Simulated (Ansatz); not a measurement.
# LaGaF4: the cost of one run

Computed with Ansatz 0.2.0 (DFT PBE, scalar-relativistic, plane waves, PAW, unless a step's input says otherwise).

2 further runs of the same task are left out: 1 that didn't finish, 1 set aside as unsound or not needed.

## Step 1: The structure to begin with

Symmetry: P4/mmm, No. 123, tetragonal system. Conventional cell: a = 3.818 Å, b = 3.818 Å, c = 5.495 Å, α = 90.00°, β = 90.00°, γ = 90.00°. La (site symmetry 4/mmm) has 8 F at 2.41 Å as nearest neighbours. Ga (site symmetry 4/mmm) has 8 F at 2.30 Å as nearest neighbours. Around F (site symmetry 2mm) lie 2 Ga at 2.30 Å and 2 La at 2.41 Å.

Structure file:

```cif
data_structure
_symmetry_space_group_name_H-M 'P4/mmm'
_symmetry_Int_Tables_number 123
_cell_length_a 3.8183
_cell_length_b 3.8183
_cell_length_c 5.4949
_cell_angle_alpha 90.000
_cell_angle_beta 90.000
_cell_angle_gamma 90.000
_cell_volume 80.11
loop_
_atom_site_label
_atom_site_type_symbol
_atom_site_symmetry_multiplicity
_atom_site_Wyckoff_symbol
_atom_site_fract_x
_atom_site_fract_y
_atom_site_fract_z
_atom_site_occupancy
La1 La 1 a 0.00000 0.00000 0.00000 1
Ga1 Ga 1 d 0.50000 0.50000 0.50000 1
F1 F 4 i 0.50000 0.00000 0.73275 1
```

A structure generator made this guess: species swapped into a database cell of NaHoF4 (P4/mmm, No. 123), with La on the Na sites and Ga on the Ho sites. Lengths come from tabulated atomic sizes and are only a guess.

## Step 2: Probe: one point on a coarse mesh

Contents of input.yaml:

```yaml
crystal:
  lattice:
    - [3.81825282, 0.0, 0.0]
    - [0.0, 3.81825282, 0.0]
    - [0.0, 0.0, 5.49486356]
  atoms:
    - { symbol: La, position: [0.0, 0.0, 0.0] }
    - { symbol: Ga, position: [0.5, 0.5, 0.5] }
    - { symbol: F, position: [0.5, 0.0, 0.73274684] }
    - { symbol: F, position: [0.0, 0.5, 0.26725316] }
    - { symbol: F, position: [0.5, 0.0, 0.26725316] }
    - { symbol: F, position: [0.0, 0.5, 0.73274684] }
basis:
  ecutwfc: 420
kpoints:
  mp_grid: { grid: [4, 4, 4] }
hamiltonian:
  xc: pbe
scf:
  occupations: { method: gaussian, width: 0.1 }
  lower_state_search: "off"
output:
  forces: true
  stress: true
  eigenvalues: true
```

Started as:

```
$ ansatz run input.yaml --threads 1 --pin off --max-ram 2048MiB --backend cpu --events-out ev --progress --plain --runs-dir out
```

**Question.** How long does this run take on 1 thread of Arm Neoverse V2, shared host, and how much memory does it need?

About 3.2 s, with a peak of 0.36 GiB.
